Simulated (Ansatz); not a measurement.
# CH₆BBrOSi: up Jacob's ladder to CCSD(T)

Aim: compute CH₆BBrOSi with functionals from several rungs and with coupled cluster. The yardstick is the atomisation energy at the CCSD(T) limit.

Computed with Ansatz 0.2.0, Gaussian basis. Level: functionals in def2-TZVPP, the program's frozen cores in correlated methods.

Levels to be run: PBE-D4, r2SCAN-D4, PBE0-D4, B3LYP-D4, ωB97X-V, ωB97M-V, B2PLYP; CCSD(T)/def2-TZVPP; MP2/def2-QZVPP; extrapolation to the limit.

## Step 1: Structure used throughout

An earlier PBE0-D4 in a triple-zeta def2 set relaxation fixed the geometry.

SMILES `BOC[SiH2]Br`, 11 atoms, charge 0, spin multiplicity 1.

Atoms are counted from 1 here; the program's logs count them from 0.

Bond lengths: B1–O2 1.344 Å, B1–H6 1.202 Å, B1–H7 1.195 Å, O2–C3 1.417 Å, C3–Si4 1.886 Å, C3–H8 1.096 Å, C3–H9 1.096 Å, Si4–Br5 2.219 Å, Si4–H10 1.480 Å, Si4–H11 1.483 Å. Angles: O2–B1–H6 120.1°, O2–B1–H7 116.5°, H6–B1–H7 123.4°, B1–O2–C3 121.9°, O2–C3–Si4 110.5°, O2–C3–H8 108.3°, O2–C3–H9 111.1°, Si4–C3–H8 109.0°, Si4–C3–H9 109.9°, H8–C3–H9 107.9°, C3–Si4–Br5 108.2°, C3–Si4–H10 111.3°, C3–Si4–H11 109.5°, Br5–Si4–H10 108.0°, Br5–Si4–H11 108.6°, H10–Si4–H11 111.0°.

## Step 2: PBE-D4 (GGA)

Contents of in.yaml:

```yaml
crystal:
  periodic: [false, false, false]
  atoms:
    - {symbol: B, position_ang: [-0.108959, 1.352076, 1.515003]}
    - {symbol: O, position_ang: [-0.298554, 1.166267, 0.197555]}
    - {symbol: C, position_ang: [-0.777804, -0.061397, -0.324217]}
    - {symbol: Si, position_ang: [0.607951, -0.992375, -1.201555]}
    - {symbol: Br, position_ang: [2.192109, -1.443767, 0.285686]}
    - {symbol: H, position_ang: [-0.410695, 0.489440, 2.295141]}
    - {symbol: H, position_ang: [0.346822, 2.406469, 1.845103]}
    - {symbol: H, position_ang: [-1.573476, 0.157864, -1.044959]}
    - {symbol: H, position_ang: [-1.204895, -0.686881, 0.468534]}
    - {symbol: H, position_ang: [1.209236, -0.172933, -2.277603]}
    - {symbol: H, position_ang: [0.083663, -2.271765, -1.738087]}
basis:
  gaussian: {orbitals: def2-TZVPP}
hamiltonian: {xc: pbe, dispersion: d4}
output: {forces: true, orbitals: {seedname: orbitals}}
```

Launch:

```
$ ansatz run in.yaml --threads 4 --pin off --events-out ev --progress --plain --max-ram 10444MiB
```

The runs that follow: r2SCAN-D4 (meta-GGA); PBE0-D4 (hybrid); B3LYP-D4 (hybrid); ωB97X-V (range-separated); ωB97M-V (range-separated); B2PLYP (double hybrid); CCSD(T) in def2-TZVPP; MP2 in def2-QZVPP.

Before running them: what should the planned runs give, taken together? Wanted: atomisation energy, CCSD(T)/CBS; farthest; mean size of error, hybrid; mean size of error, range-separated; gap, smallest and largest; T1 diagnostic; triples share of the correlation energy.

The runs gave:

| quantity | value |
| --- | --- |
| atomisation energy, CCSD(T)/CBS | 928.5 kcal/mol |
| functionals within 9.3 kcal/mol (1.0 %) | r2SCAN-D4, PBE0-D4, B3LYP-D4, ωB97X-V, ωB97M-V |
| farthest | B2PLYP (-11.1 kcal/mol) |
| mean size of error, hybrid | 1.7 kcal/mol |
| mean size of error, range-separated | 2.2 kcal/mol |
| gap, smallest and largest | 5.62 eV (PBE-D4), 12.34 eV (ωB97X-V) |
| T1 diagnostic | 0.0114 |
| triples share of the correlation energy | 3.6 % |

**Reading.** PBE-D4 misses by +9.8 kcal/mol. Double hybrids carry the basis error of their MP2 part in triple zeta, and no dispersion term here, so their miss is partly the set-up's. Misses under about 9.3 kcal/mol are within the doubt on the reference itself, which lacks core-valence correlation, relativity and higher excitations, and its outer-core shells are covered unevenly. All levels share the lack of spin-orbit coupling, which lowers the free heavy atoms and so the true binding. Hartree-Fock recovers 75 % of the binding; the rest is correlation. Orbital gaps span 5.6 to 12.3 eV; exact exchange widens them. Correlated methods include outer-core shells of Br, which these sets cover unevenly.
